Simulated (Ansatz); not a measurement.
# GeN2H4: up Jacob's ladder to CCSD(T)

The task here is to estimate one member of a computed series from the others.

Computed with Ansatz 0.2.0, Gaussian basis. Level: functionals in def2-TZVPP, the program's frozen cores in correlated methods.

The runs, in order: LDA (SPW92), PBE-D4, revPBE-D4, BLYP-D4, r2SCAN-D4, B97M-V, PBE0-D4, B3LYP-D4, r2SCANh-D4, r2SCAN0-D4, HSE06-D4, BHLYP-D4, CAM-B3LYP-D4, LC-ωPBE, ωB97X-V, ωB97M-V, B2PLYP, PBE-QIDH; CCSD(T)/def2-SVP; CCSD(T)/def2-TZVPP; MP2/def2-QZVPP; extrapolation to the limit; RPA on PBE.

## The geometry

The geometry comes from an earlier relaxation with PBE0-D4 in a triple-zeta def2 set; it is a stationary point, not always the lowest conformer.

SMILES `[NH2][Ge][NH2]`, 7 atoms, charge 0, spin multiplicity 1.

Atoms are counted from 1 here; the program's logs count them from 0.

Bond lengths: N1–Ge2 1.827 Å, N1–H4 1.006 Å, N1–H5 1.008 Å, Ge2–N3 1.827 Å, N3–H6 1.008 Å, N3–H7 1.006 Å. Angles: Ge2–N1–H4 120.9°, Ge2–N1–H5 126.9°, H4–N1–H5 112.3°, N1–Ge2–N3 97.3°, Ge2–N3–H6 126.9°, Ge2–N3–H7 120.9°, H6–N3–H7 112.3°.

As a file:

```tsv
atom	x (Å)	y (Å)	z (Å)
N1	-1.17966	0.09208	-0.68393
Ge2	-0.06968	-1.23759	-0.10252
N3	1.19472	-0.16502	0.66495
H4	-2.02990	-0.12399	-1.17640
H5	-1.04785	1.08474	-0.56661
H6	1.19157	0.84250	0.70224
H7	2.00200	-0.56072	1.11647
```

Set-up of the first run:

Contents of in.yaml:

```yaml
crystal:
  periodic: [false, false, false]
  atoms:
    - {symbol: N, position_ang: [-1.179656, 0.092083, -0.683929]}
    - {symbol: Ge, position_ang: [-0.069678, -1.237591, -0.102518]}
    - {symbol: N, position_ang: [1.194719, -0.165016, 0.664952]}
    - {symbol: H, position_ang: [-2.029904, -0.123989, -1.176400]}
    - {symbol: H, position_ang: [-1.047850, 1.084735, -0.566611]}
    - {symbol: H, position_ang: [1.191566, 0.842498, 0.702236]}
    - {symbol: H, position_ang: [2.002003, -0.560720, 1.116470]}
basis:
  gaussian: {orbitals: def2-TZVPP}
hamiltonian: {xc: lda}
output: {orbitals: {seedname: orbitals}}
```

Steps of the session up to this table: LDA; PBE-D4 (GGA); revPBE-D4 (GGA); BLYP-D4 (GGA); r2SCAN-D4 (meta-GGA); B97M-V (meta-GGA); PBE0-D4 (hybrid); B3LYP-D4 (hybrid); r2SCANh-D4 (hybrid); r2SCAN0-D4 (hybrid); HSE06-D4 (hybrid); BHLYP-D4 (hybrid); CAM-B3LYP-D4 (range-separated); LC-ωPBE-D4 (range-separated; the results give it without D4); ωB97X-V (range-separated); ωB97M-V (range-separated); B2PLYP (double hybrid); PBE-QIDH (double hybrid).

One table of the session follows, with a row left open; its other results are not shown here.

It belongs to the step «Frontier levels by functional». 

| functional | HOMO (eV) | gap (eV) |
| --- | --- | --- |
| LDA (SPW92) | -5.75 | 4.21 |
| PBE-D4 | -5.57 | 4.22 |
| revPBE-D4 | -5.50 | 4.24 |
| BLYP-D4 | -5.41 | 4.16 |
| r2SCAN-D4 | -5.88 | 4.61 |
| B97M-V | -5.88 | 4.71 |
| PBE0-D4 | -6.81 | 6.22 |
| B3LYP-D4 | -6.66 | 5.85 |
| r2SCANh-D4 | -6.38 | 5.41 |
| r2SCAN0-D4 | ? | ? |
| HSE06-D4 | -6.41 | 5.45 |
| BHLYP-D4 | -7.82 | 8.07 |
| CAM-B3LYP-D4 | -8.15 | 8.59 |
| LC-ωPBE | -9.40 | 10.93 |
| ωB97X-V | -9.09 | 10.55 |
| ωB97M-V | -9.01 | 10.36 |

Q: Estimate the row for r2SCAN0-D4 from the others.

Worked estimate for «HOMO (eV)». Against the share of exact exchange, r2SCAN-D4 (0, -5.88), r2SCANh-D4 (0.1, -6.38) give a slope of -5.00 per unit share; at 0.25 the line stands at -7.13.

As computed: HOMO (eV): -6.99; gap (eV): 6.45. In «HOMO (eV)» the line misses by -0.14.
